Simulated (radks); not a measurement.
# Ca⁴⁺ in [Ne] 3s2 3p4: an all-electron calculation

An exercise on one series of results from a longer session: the logs are not shown, and one member is left open.

The numbers are computed with radks (a radial shooting solver on a logarithmic mesh, Libxc functionals) version 1 (scalar-relativistic Kohn-Sham, SOGGA, spin-polarised, spherical densities, point nucleus; open shells are filled with parallel spins first), except any that are marked as measured or tabulated.

### The system

```
element       : calcium (Z = 20)
charge        : +4
electrons     : 16
configuration : [Ne] 3s2 3p4
```

The outer shells:

Ca⁴⁺
```
[Ne] core
3s [↑↓]
3p [↑↓][↑ ][↑ ]
```

Set-up of the first run:

The run's settings:

```text
Z 20
configuration [Ne] 3s2 3p4
relativity scalar-relativistic
functional sogga,pbe
spin polarised
nucleus point
c 137.035999084
```

Run with:

```sh
$ python run_ks.py task.json out
```

This one command runs every case of the session in turn.

One of the session's tables, all rows but one given; the rest of the session is left out.

It belongs to the step «Radial structure». Sizes of the orbitals, from the radial functions (bohr):

| level | <r> | outermost maximum (interpolated) | 90 % within | nodes |
| --- | --- | --- | --- | --- |
| 1s up | 0.07691 | 0.0503 | 0.137 | 0 |
| 1s down | ? | ? | ? | ? |
| 2s up | 0.3641 | 0.300 | 0.567 | 1 |
| 2s down | 0.3639 | 0.300 | 0.566 | 1 |
| 2p up | 0.3272 | 0.246 | 0.540 | 0 |
| 2p down | 0.3270 | 0.246 | 0.539 | 0 |
| 3s up | 1.095 | 0.970 | 1.62 | 2 |
| 3s down | 1.100 | 0.970 | 1.63 | 2 |
| 3p up | 1.156 | 1.00 | 1.74 | 1 |
| 3p down | 1.166 | 1.01 | 1.77 | 1 |

Q: Estimate the row for 1s down from the others.

As computed: <r>: 0.07690; outermost maximum (interpolated): 0.0503; 90 % within: 0.137; nodes: 0. In the column «<r>» it is the lowest.

To keep in mind: Open shells are spherical and high-spin; term and fine-structure splittings are not resolved.
